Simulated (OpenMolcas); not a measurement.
# Tm³⁺ among point charges: CASSCF and CASPT2 levels and susceptibility

Aim: the splitting of the states of Tm³⁺ in the field of 6 point charges, its lowest levels with spin-orbit coupling and its magnetic susceptibility.

Program: OpenMolcas 26.06. Level of theory: state-averaged CASSCF and CASPT2, spin-orbit coupling by RASSI with atomic mean-field integrals. These are calculated values, not measurements, unless marked.

### 1 The atom as given

| Item | Value |
| --- | --- |
| Species | Tm³⁺ (thulium, Z = 69, 66 electrons) |
| Basis | ANO-RCC-VDZP [7s6p4d2f1g], 68 functions |
| Scalar Hamiltonian | DKH2, point nucleus |
| Inactive shells | 1s 2s 2p 3s 3p 3d 4s 4p 4d 5s 5p |
| Active space | 12 electrons in 7 orbitals (4f) |
| Some configurations of this space | 4f¹² |
| Orbitals | optimised for the highest spin of each parity, averaged over all roots |

Outer shells as boxes (Hund's rule):

4f12
```
4f [↑↓][↑↓][↑↓][↑↓][↑↓][↑ ][↑ ]
```

The ion sits among 6 point charges of -1 e arranged as a trigonal antiprism (D3d), 3.05 Å from the ion, with a polar angle of 55.8° against the regular 54.74°.

The work runs as a chain of OpenMolcas steps in one folder; each step below is one input file. Labels, J, g values, rates, χT and fits are worked out afterwards by a script from the matrices that RASSI stores. The input lists half of the charges; inversion (Group=XYZ) makes the rest.

### 2 One- and two-electron integrals

a.inp

```
&GATEWAY
Coord
1

Tm 0.0 0.0 0.0
Basis=ANO-RCC-VDZP
Group=XYZ
NoMove
AngMom=0.0 0.0 0.0
AMFI
XField
3 Angstrom 0
0.000000 2.523503 1.713019 -1.000000
2.185417 -1.261751 1.713019 -1.000000
2.185417 1.261751 -1.713019 -1.000000
&SEWARD
```

Launch:

```console
$ OMP_NUM_THREADS=1 MOLCAS_MEM=2252 MOLCAS_PROJECT=a pymolcas a.inp > a.log
```

### 3 CASSCF: triplets of even parity, 21 roots

a.inp

```
&RASSCF
FileOrb=start.orb
Symmetry=1
Spin=3
nActEl=12 0 0
Inactive=15 12
Ras2=0 7
CIRoot=21 21 1
SDav=21
CIMx=300
Iter=120 100
PrWF=0.3
OrbListing=Nothing
MaxOrb=0
>>> COPY $Project.JobIph JOB001
```

start.orb holds the contracted functions of the basis, ordered by shell, or the orbitals of the step before.

### 4 CASSCF: singlets of even parity, 28 roots

a.inp

```
&RASSCF
FileOrb=start.orb
Symmetry=1
Spin=1
nActEl=12 0 0
Inactive=15 12
Ras2=0 7
CIRoot=28 28 1
SDav=28
CIMx=300
Iter=120 100
PrWF=0.3
OrbListing=Nothing
MaxOrb=0
CIOnly
>>> COPY $Project.JobIph JOB002
```

### 5 RASSI: spin-orbit coupling between the states

a.inp

```
&RASSI
NrOfJobIphs=2 21 27
1 2 3 4 5 6 7 8 9 10 11 12 13 14 15 16 17 18 19 20 21
1 2 3 4 5 6 7 8 9 10 11 12 13 14 15 16 17 18 19 20 21 22 23 24 25 26 27
IphNames
JOB001
JOB002
EJob
SpinOrbit
DIPRint=1.0
SOCoupling=1000.0
Subsets=2
Property=9
'ANGMOM' 1 'ANGMOM' 2 'ANGMOM' 3 'MLTPL  1' 1 'MLTPL  1' 2 'MLTPL  1' 3
'AMFI' 1 'AMFI' 2 'AMFI' 3
SOProperty=3
'ANGMOM' 1 'ANGMOM' 2 'ANGMOM' 3
```

### 6 CASPT2: IPEA 0.25, imaginary shift 0.1 (closed shells correlated: 5s 5p)

a.inp

```
>>> COPY JOB001 $Project.JobIph
&CASPT2
Multistate=21 1 2 3 4 5 6 7 8 9 10 11 12 13 14 15 16 17 18 19 20 21
NoMult
Frozen=14 9
IPEA=0.25
Imaginary=0.1
MaxIter=60
WThr=0.0 0.3 0.05
PrWF=0.5
NoMix
>>> COPY JOB002 $Project.JobIph
&CASPT2
Multistate=27 1 2 3 4 5 6 7 8 9 10 11 12 13 14 15 16 17 18 19 20 21 22
23 24 25 26 27
NoMult
Frozen=14 9
IPEA=0.25
Imaginary=0.1
MaxIter=60
WThr=0.0 0.3 0.05
PrWF=0.5
NoMix
```

(Steps that only read results are left out.)

Before running it: what results should come out? Wanted: spin-free ground state; first state of the same spin within the active space; lowest level; next level.

As calculated:

| quantity | value |
| --- | --- |
| method | SS-CASPT2, IPEA 0.25, imaginary shift 0.1 (closed shells correlated: 5s 5p) |
| spin-free ground state | 3E, 2-fold in its orbital part |
| first state of the same spin within the active space | 3E at 85.2 cm⁻¹ |
| lowest level | 1-fold A2 |
| next level | 1.7 cm⁻¹ |
| χT at 300 K | 7.12 cm³ K/mol |
| effective moment at 300 K | 7.55 μB |

Cost by method:

```tsv
method	time of its own steps	time with the reference
A. CASSCF	8.3 s	8.3 s
B. SS-CASPT2, IPEA 0.25, imaginary shift 0.1, +5s 5p	8.2 s	16 s
```

Times are of one thread on a shared host.

**Reading.** The spin-free ground state (3E) comes to 100 % from free-ion H terms and keeps the highest spin of the shell. The singlets rest on orbitals optimised for another spin in at least one step, which raises them against the optimised states. Not all states of the active space went into the spin-orbit step. CASPT2 does not keep the components of a term degenerate, and the means are used. This is an electrostatic model: the charges have no orbitals.
